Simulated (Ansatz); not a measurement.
# H10O2Si4: the cost of one run

Program: Ansatz 0.2.0. Level of theory: DFT PBE, Gaussian basis def2-tzvp. These are calculated values, not measurements.

## 1. Starting point

Bond lengths (14 of 15 bonds, heavy atoms first): Si1–O3 1.652 Å, O3–Si4 1.658 Å, Si1–O8 1.651 Å, O8–Si9 1.656 Å, Si1–Si13 2.357 Å, Si1–H2 1.497 Å, Si4–H5 1.492 Å, Si4–H6 1.494 Å, Si4–H7 1.496 Å, Si9–H10 1.494 Å, Si9–H11 1.497 Å, Si9–H12 1.492 Å, Si13–H14 1.498 Å, Si13–H15 1.497 Å. Angles (14 of 26 angles, heavy atoms first): O3–Si1–O8 110.7°, O3–Si1–Si13 107.1°, O8–Si1–Si13 111.5°, Si1–O3–Si4 142.8°, Si1–O8–Si9 145.0°, H2–Si1–O3 108.8°, H2–Si1–O8 105.6°, H2–Si1–Si13 113.2°, O3–Si4–H5 108.2°, O3–Si4–H6 109.6°, O3–Si4–H7 110.3°, O8–Si9–H10 110.0°, O8–Si9–H11 110.3°, O8–Si9–H12 107.9°.

As a file:

```xyz
16

Si    0.1230   -0.0728    0.0882
H     0.8933    0.8395    0.9908
O     1.1478   -1.2247   -0.5049
Si    2.5287   -1.4296   -1.3990
H     3.3003   -2.5636   -0.8110
H     2.1680   -1.7505   -2.8131
H     3.3582   -0.1845   -1.3681
O    -0.4465    0.8852   -1.1296
Si   -1.3858    2.1988   -1.4955
H    -2.8210    1.7919   -1.5846
H    -1.2370    3.2540   -0.4445
H    -0.9329    2.7348   -2.8120
Si   -1.6290   -1.2046    1.1857
H    -2.6335   -0.2270    1.7132
H    -2.3237   -2.1467    0.2523
H    -1.0805   -1.9884    2.3375
```

## 2. Relaxing the atoms: H10O2Si4

input.yaml

```yaml
relax:
  f_tol: 0.001
  max_steps: 200
crystal:
  periodic: [false, false, false]
  atoms:
    - { symbol: Si, position_ang: [0.12299, -0.07284, 0.08825] }
    - { symbol: H, position_ang: [0.89332, 0.83945, 0.99084] }
    - { symbol: O, position_ang: [1.14781, -1.22472, -0.50491] }
    - { symbol: Si, position_ang: [2.52871, -1.4296, -1.39904] }
    - { symbol: H, position_ang: [3.30027, -2.5636, -0.81098] }
    - { symbol: H, position_ang: [2.16803, -1.75046, -2.81312] }
    - { symbol: H, position_ang: [3.35824, -0.18447, -1.36806] }
    - { symbol: O, position_ang: [-0.44648, 0.88518, -1.12957] }
    - { symbol: Si, position_ang: [-1.38583, 2.19883, -1.49551] }
    - { symbol: H, position_ang: [-2.82099, 1.79194, -1.5846] }
    - { symbol: H, position_ang: [-1.23697, 3.25395, -0.44451] }
    - { symbol: H, position_ang: [-0.93292, 2.73484, -2.81201] }
    - { symbol: Si, position_ang: [-1.62901, -1.20459, 1.1857] }
    - { symbol: H, position_ang: [-2.63348, -0.22704, 1.71317] }
    - { symbol: H, position_ang: [-2.32368, -2.14674, 0.25227] }
    - { symbol: H, position_ang: [-1.08047, -1.98839, 2.33754] }
basis:
  gaussian: { orbitals: def2-tzvp }
hamiltonian:
  xc: pbe
```

On the command line:

```
ansatz run input.yaml --threads 8 --pin off --max-ram 8192MiB --backend cpu --events-out ev --progress --plain --runs-dir out
```

What time and memory should one allow on 8 threads of Arm Neoverse N1, shared host?

About 4.2 min, with a peak of 0.47 GiB.
